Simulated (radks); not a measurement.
# Spin polarisation of the 5p shell in In

An exercise on one series of results from a longer session: the logs are not shown, and one member is left open.

Program: radks (a radial shooting solver on a logarithmic mesh, Libxc functionals) version 1. Level of theory: non-relativistic Kohn-Sham, PBEsol, spin-polarised, spherical densities, point nucleus. These are calculated values, not measurements, unless marked.

**The atom as given**

- element: indium (Z = 49)
- charge: 0
- electrons: 49
- configuration: [Kr] 4d10 5s2 5p(up 0.5, down 0.5)

A shell typed twice in an input gives spin up, then spin down.

The first run:

The run's settings:

```text
Z 49
configuration [Kr] 4d10 5s2 5p0.5 5p0.5
relativity non-relativistic
functional pbe_sol,pbe_sol
spin polarised
nucleus point
```

Steps of the session up to this table: No moment.

One of the session's tables, all rows but one given; the rest of the session is left out.

Radial moments (bohr):

```
level     <r>  outermost maximum (interpolated)  90 % within  nodes
   3s  0.3619                             0.328        0.531      2
   3p  0.3531                             0.314        0.530      1
   3d  0.3244                             0.259        0.511      0
   4s  0.8786                             0.796         1.27      3
   4p  0.9352                             0.827         1.38      2
   4d   1.171                             0.926         1.84      1
   5s       ?                                 ?            ?      ?
   5p   3.708                              2.88         5.78      3
```

Estimate the missing values for 5s.

The run gave: <r>: 2.716; outermost maximum (interpolated): 2.25; 90 % within: 4.07; nodes: 4. In the column «<r>» it lies between 4d (1.171) and 5p (3.708).
